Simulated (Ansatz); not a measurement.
# AsH3O: small, medium and large basis sets

The task here is to estimate one member of a computed series from the others.

Program: Ansatz 0.2.0, Gaussian basis. Level of theory: one geometry, several basis sets. These are calculated values, not measurements.

The runs, in order: PBE0-D4/def2-SVP; ωB97M-V/def2-SVP; PBE0-D4/def2-QZVPP; ωB97M-V/def2-QZVPP; the functionals' def2-TZVPP values are taken from earlier runs.

### The geometry

An earlier PBE0-D4 in a triple-zeta def2 set relaxation fixed the geometry.

5 atoms, charge 0, spin multiplicity 1.

Atoms are counted from 1 here; the program's logs count them from 0.

Bond lengths: O1–As2 1.802 Å, O1–H3 0.960 Å, As2–H4 1.527 Å, As2–H5 1.528 Å. Angles: As2–O1–H3 107.7°, O1–As2–H4 95.9°, O1–As2–H5 95.9°, H4–As2–H5 91.3°.

Set-up of the first run:

in.yaml

```yaml
crystal:
  periodic: [false, false, false]
  atoms:
    - {symbol: O, position_ang: [0.337979, -0.687178, 0.813294]}
    - {symbol: As, position_ang: [0.032607, 0.173474, -0.739640]}
    - {symbol: H, position_ang: [0.941114, -1.411946, 0.632432]}
    - {symbol: H, position_ang: [-1.482227, 0.270236, -0.569381]}
    - {symbol: H, position_ang: [0.220527, 1.581613, -0.178205]}
basis:
  gaussian: {orbitals: def2-SVP}
hamiltonian: {xc: pbe0, dispersion: d4}
output: {orbitals: {seedname: orbitals}}
```

The run is started by

```console
$ ansatz run in.yaml --threads 2 --pin off --events-out ev --progress --plain --max-ram 4352MiB
```

Among the steps run: PBE0-D4 in def2-SVP; ωB97M-V in def2-SVP; PBE0-D4 in def2-QZVPP; ωB97M-V in def2-QZVPP.

One table of the session follows, with a row left open; its other results are not shown here.

It belongs to the step «Density functionals: the series». 

```
functional       basis  HOMO (eV)
   PBE0-D4    def2-SVP      -7.40
   PBE0-D4  def2-TZVPP      -7.52
   PBE0-D4  def2-QZVPP      -7.59
   ωB97M-V    def2-SVP      -9.58
   ωB97M-V  def2-TZVPP          ?
   ωB97M-V  def2-QZVPP      -9.79
```

**Question.** Estimate the row for ωB97M-V, def2-TZVPP.

The run gave: HOMO (eV): -9.72. In the column «HOMO (eV)» it lies between ωB97M-V, def2-QZVPP (-9.79) and ωB97M-V, def2-SVP (-9.58).
